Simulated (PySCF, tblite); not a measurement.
# C₄H₈ClSi radical: geometry, infrared bands and EPR parameters

What infrared bands and EPR parameters should C₄H₈ClSi radical (`C=C[C@H](Cl)[CH][SiH3]`) show?

The runs use tblite 0.8.0 and PySCF 2.14.0, with density-fitted response routines of our own; the level of theory stands in each step. All values are computed, except where a source is named. Atoms count from 0, in the outputs and in this text.

## Step 1: The starting structure

14 atoms, charge 0, multiplicity 2; geometry from: force field or distance geometry start.

Bonds of the start (Å): C0–C1 1.32, C1–C2 1.52, C2–Cl3 1.77, C2–C4 1.48, C4–Si5 1.81, C0–H6 1.09, C0–H7 1.09, C1–H8 1.09, C2–H9 1.09, C4–H10 1.07, Si5–H11 1.48, Si5–H12 1.48, Si5–H13 1.48.

## Step 2: Geometry optimisation with GFN2-xTB

Job settings and geometry (Å):

```
{"job": {"kind": "relax", "xc": "GFN2-xTB", "basis": "xTB"}, "charge": 0, "multiplicity": 2}
C     -2.209000    -0.029800    -0.541200
C     -1.532800    -0.414000     0.531200
C     -0.092300    -0.894700     0.523400
Cl    -0.038700    -2.515900     1.239200
C      0.769800     0.006500     1.323700
Si     2.043300     1.010900     0.525300
H     -1.776600    -0.021600    -1.536500
H     -3.243400     0.303900    -0.445900
H     -2.021500    -0.405200     1.509800
H      0.248300    -1.010800    -0.505400
H      0.643800     0.098400     2.385300
H      2.125500     2.331400     1.192800
H      3.356900     0.336200     0.644300
H      1.726000     1.204200    -0.908000
```

Started as:

```bash
$ OMP_NUM_THREADS=1 python probes_run.py task.json out
```

One launch serves the whole session: the jobs run in the order shown.

**Question.** This job is followed by: GFN2-xTB harmonic vibrations, gas phase; UKS B3LYP, pcH-1 on C Cl H Si, non-relativistic, mean-field spin-orbit, GIAO. What will the session give for the following? strongest single infrared mode (GFN2-xTB); zero-point energy (GFN2-xTB); g(iso) (B3LYP); ⟨S²⟩; largest a(iso) (averaged by class); potential on the surface of density 0.002 e/bohr³, 1st and 99th percentile.

The runs gave:

```
                                                                  quantity                 value
                                 strongest single infrared mode (GFN2-xTB)  783 cm⁻¹, 363 km/mol
                                              zero-point energy (GFN2-xTB)         61.1 kcal/mol
                                                            g(iso) (B3LYP)               2.00333
                                                                      ⟨S²⟩    0.755 (exact 0.75)
                                        largest a(iso) (averaged by class)   13C on C4, 77.1 MHz
potential on the surface of density 0.002 e/bohr³, 1st and 99th percentile    -0.86 V and 1.15 V
```

In words: Over 102 steps the energy fell by 0.161 eV; of the close pairs, C2–Cl3 changed most, 1.773 to 1.900 Å. All 36 modes are real, so the xTB geometry is a minimum. The strongest single mode, at 783 cm⁻¹, has its largest shares on H12, H11 and H13 (the list is cut at 3 atoms). GFN2-xTB is a fitted tight-binding method: band positions and strengths are rough. Its intensities can rank the bands wrongly. Most of the unpaired spin sits on C4 (0.92 e). The isotropic g lies 1.0 ppt above the free-electron value. These values are for one conformer; the search (at its own cheap level) found 2 more, at 0.01, 2.04 kcal/mol (those within 0.05 may be mirror or relabelled copies), and measured spectra average over such forms.
